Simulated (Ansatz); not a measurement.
# CuPd2F: the cost of one run

Method: DFT PBE, scalar-relativistic, plane waves, PAW, in Ansatz 0.2.0.

## Step 1: Starting point

Symmetry: P6/mmm, No. 191, hexagonal system. The conventional cell has a = 3.313 Å, b = 3.313 Å, c = 3.734 Å, α = 90.00°, β = 90.00°, γ = 120.00°. Cu (site symmetry 6/mmm) has 2 F at 1.87 Å in its first shell of neighbours. Pd (site symmetry -6m2) has 3 Pd at 1.91 Å and 3 F at 1.91 Å in its first shell of neighbours. F (site symmetry 6/mmm) has 2 Cu at 1.87 Å and 6 Pd at 1.91 Å in its first shell of neighbours.

As a file:

```cif
data_structure
_symmetry_space_group_name_H-M 'P6/mmm'
_symmetry_Int_Tables_number 191
_cell_length_a 3.3131
_cell_length_b 3.3131
_cell_length_c 3.7339
_cell_angle_alpha 90.000
_cell_angle_beta 90.000
_cell_angle_gamma 120.000
_cell_volume 35.49
loop_
_atom_site_label
_atom_site_type_symbol
_atom_site_symmetry_multiplicity
_atom_site_Wyckoff_symbol
_atom_site_fract_x
_atom_site_fract_y
_atom_site_fract_z
_atom_site_occupancy
Cu1 Cu 1 b 0.00000 0.00000 0.50000 1
Pd1 Pd 2 c 0.33333 0.66667 0.00000 1
F1 F 1 a 0.00000 0.00000 0.00000 1
```

The cell is invented: random cell by space group and Wyckoff sites (P6/mmm, No. 191). Its size is a rough estimate.

## Step 2: A first look at the guess

input.yaml

```yaml
crystal:
  lattice:
    - [3.31310878, 0.0, 0.0]
    - [-1.65655439, 2.86923637, 0.0]
    - [0.0, 0.0, 3.73387284]
  atoms:
    - { symbol: Cu, position: [0.0, 0.0, 0.5], spin: 1.0 }
    - { symbol: Pd, position: [0.33333333, 0.66666667, 0.0] }
    - { symbol: Pd, position: [0.66666667, 0.33333333, 0.0] }
    - { symbol: F, position: [0.0, 0.0, 0.0] }
basis:
  ecutwfc: 420
kpoints:
  mp_grid: { grid: [6, 6, 6] }
hamiltonian:
  xc: pbe
scf:
  occupations: { method: gaussian, width: 0.1 }
  lower_state_search: "off"
output:
  forces: true
  stress: true
  eigenvalues: true
  populations: true
magnetization:
  spin_polarized: true
```

On the command line:

```sh
$ ansatz run input.yaml --threads 1 --pin off --max-ram 2560MiB --backend cpu --events-out ev --progress --plain --runs-dir out
```

**Question.** How long does this run take on 1 thread of Intel Xeon Platinum 8375C at 2.90GHz (Ice Lake), shared host, and how much memory does it need?

About 6.2 s, with a peak of 0.41 GiB.
